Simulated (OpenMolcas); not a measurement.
**O: RASSCF and RASPT2 terms and fine-structure levels**

Which level of O lies lowest, and where do the others fall? The reference wave functions come first, then spin-orbit coupling, then second-order correlation under several settings.

Program: OpenMolcas 26.06. Level of theory: state-averaged RASSCF and RASPT2, spin-orbit coupling by RASSI with atomic mean-field integrals. These are calculated values, not measurements, unless marked.

## (1) Starting point

```
Species                           : O (oxygen, Z = 8, 8 electrons)
Basis                             : ANO-RCC-VTZP [4s3p2d1f], 30 functions
Scalar Hamiltonian                : DKH2, point nucleus
Inactive shells                   : 1s
Active space                      : 6 electrons in 9 orbitals (RAS2 2s 2p; RAS3 3d, at most 2 electrons)
Some configurations of this space : 2p⁶, 2s 2p⁵, 2s² 2p⁴
Orbitals                          : optimised for each spin and parity, averaged over the low roots
```

The outer shells:

2p6
```
2p [↑↓][↑↓][↑↓]
```

2s 2p5
```
2s [↑ ]
2p [↑↓][↑↓][↑ ]
```

2s2 2p4
```
2s [↑↓]
2p [↑↓][↑ ][↑ ]
```

Each step is its own input file, run in one work folder so that later steps find the files of earlier ones. Labels, J, g values, rates, χT and fits are worked out afterwards by a script from the matrices that RASSI stores.

## (2) Basis and integrals

File a.inp:

```
&GATEWAY
Coord
1

O 0.0 0.0 0.0
Basis=ANO-RCC-VTZP
Group=XYZ
NoMove
AngMom=0.0 0.0 0.0
AMFI
&SEWARD
```

## (3) A small preliminary run for start orbitals

File a.inp:

```
&RASSCF
FileOrb=start.orb
Symmetry=1
Spin=3
nActEl=6 0 0
Inactive=1 0
Ras2=1 3
CIRoot=3 3 1
SDav=3
CIMx=300
Iter=120 100
PrWF=0.3
OrbListing=Nothing
MaxOrb=0
Atom
>>> COPY $Project.JobIph JOBPRE
```

## (4) Reference wave functions, triplets of even parity, 3 roots

File a.inp:

```
&RASSCF
FileOrb=start.orb
Symmetry=1
Spin=3
nActEl=6 0 2
Inactive=1 0
Ras2=1 3
Ras3=5 0
CIRoot=3 3 1
SDav=333
CIMx=300
Iter=120 100
PrWF=0.3
OrbListing=Nothing
MaxOrb=0
Thrs=2.0e-7 1.0e-1 5.0e-4
Atom
>>> COPY $Project.JobIph JOB001
```

## (5) Reference wave functions, singlets of even parity, 6 roots

File a.inp:

```
&RASSCF
FileOrb=start.orb
Symmetry=1
Spin=1
nActEl=6 0 2
Inactive=1 0
Ras2=1 3
Ras3=5 0
CIRoot=6 6 1
SDav=292
CIMx=300
Iter=120 100
PrWF=0.3
OrbListing=Nothing
MaxOrb=0
Thrs=2.0e-7 1.0e-1 5.0e-4
Atom
>>> COPY $Project.JobIph JOB002
```

## (6) RASSI: spin-orbit coupling between the states

File a.inp:

```
&RASSI
NrOfJobIphs=2 3 6
1 2 3
1 2 3 4 5 6
IphNames
JOB001
JOB002
EJob
SpinOrbit
DIPRint=1.0
SOCoupling=1000.0
Subsets=2
MEES
Property=10
'ANGMOM' 1 'ANGMOM' 2 'ANGMOM' 3 'MLTPL  1' 1 'MLTPL  1' 2 'MLTPL  1' 3
'AMFI' 1 'AMFI' 2 'AMFI' 3 'MLTPL  2' 6
SOProperty=3
'ANGMOM' 1 'ANGMOM' 2 'ANGMOM' 3
```

## (7) CASPT2: IPEA 0.25, imaginary shift 0.1 (closed shells correlated: 1s)

File a.inp:

```
>>> COPY JOB001 $Project.JobIph
&CASPT2
Multistate=3 1 2 3
Frozen=0 0
IPEA=0.25
Imaginary=0.1
MaxIter=60
WThr=0.0 0.3 0.05
PrWF=0.5
NoMix
>>> COPY JOB002 $Project.JobIph
&CASPT2
Multistate=6 1 2 3 4 5 6
Frozen=0 0
IPEA=0.25
Imaginary=0.1
MaxIter=60
WThr=0.0 0.3 0.05
PrWF=0.5
NoMix
```

## (8) CASPT2: IPEA 0, imaginary shift 0.1 (closed shells correlated: 1s)

a.inp: that of step 7 with these lines changed.

```diff
@@ -4,3 +4,3 @@
 Frozen=0 0
-IPEA=0.25
+IPEA=0.0
 Imaginary=0.1
@@ -14,3 +14,3 @@
 Frozen=0 0
-IPEA=0.25
+IPEA=0.0
 Imaginary=0.1
```

## (9) CASPT2: IPEA 0.25, imaginary shift 0.1 (closed shells correlated: 1s), extended multistate

File a.inp:

```
>>> COPY JOB001 $Project.JobIph
&CASPT2
XMultistate=3 1 2 3
Frozen=0 0
IPEA=0.25
Imaginary=0.1
MaxIter=60
WThr=0.0 0.3 0.05
PrWF=0.5
NoMix
>>> COPY JOB002 $Project.JobIph
&CASPT2
XMultistate=6 1 2 3 4 5 6
Frozen=0 0
IPEA=0.25
Imaginary=0.1
MaxIter=60
WThr=0.0 0.3 0.05
PrWF=0.5
NoMix
```

(Steps that only read results are left out.)

What does the calculation give? Wanted: lowest level; first excited level; lowest level of another term; spin-orbit lowering of the lowest level; strongest of the lines computed, by gA.

The runs gave:

```
                                                                                      quantity                                                                     value
                                                                                        method  SS-RASPT2, IPEA 0.25, imaginary shift 0.1 (closed shells correlated: 1s)
                                                                                  lowest level                                2s² 2p⁴ ³P₂, 100 % of that term, g = 1.501
                                                                   ground level listed by NIST                                                                       3P2
                                                                           first excited level                                                   2s² 2p⁴ ³P₁ at 148 cm⁻¹
                                                                  lowest level of another term                                                 2s² 2p⁴ ¹D₂ at 16020 cm⁻¹
                                                       spin-orbit lowering of the lowest level                                                                 74.6 cm⁻¹
strongest of the lines computed, by gA (one parity, so forbidden lines), at SS-RASPT2 energies                     2s² 2p⁴ ¹S₀ → 2s² 2p⁴ ¹D₂, 553.7 nm, A = 1.28e+00 s⁻¹
```

Cost and accuracy by method:

| method | time of its own steps | time with the reference | mean absolute difference from the measured levels (cm-1) |
| --- | --- | --- | --- |
| A. RASSCF | 26 s | 26 s | 980 |
| B. SS-RASPT2, IPEA 0.25, imaginary shift 0.1, +1s | 5.7 s | 32 s | 110 |
| C. SS-RASPT2, IPEA 0, imaginary shift 0.1, +1s | 5.6 s | 31 s | 72 |
| D. XMS-RASPT2, IPEA 0.25, imaginary shift 0.1, +1s | 5.6 s | 31 s | 280 |

Times are of one thread on a shared host.

**Reading.** The multiplet ³P is inverted; its intervals divided by the larger J differ by 2 % of their mean, where Landé's rule for pure LS coupling makes them equal. Second-order correlation (method B) scales the levels of the lowest configuration above 5000 cm⁻¹ by 0.93. Method C lies closest to the measured levels (72 cm⁻¹ on average) and A farthest (980). Only the configurations of the active space and the roots asked for are present. Not all states of the active space went into the spin-orbit step. CASPT2 does not keep the components of a term degenerate, and the means are used. The levels of the extra active shells were not computed. Only valence configurations of the active space appear, up to the ionisation limit; * or ° marks odd parity.
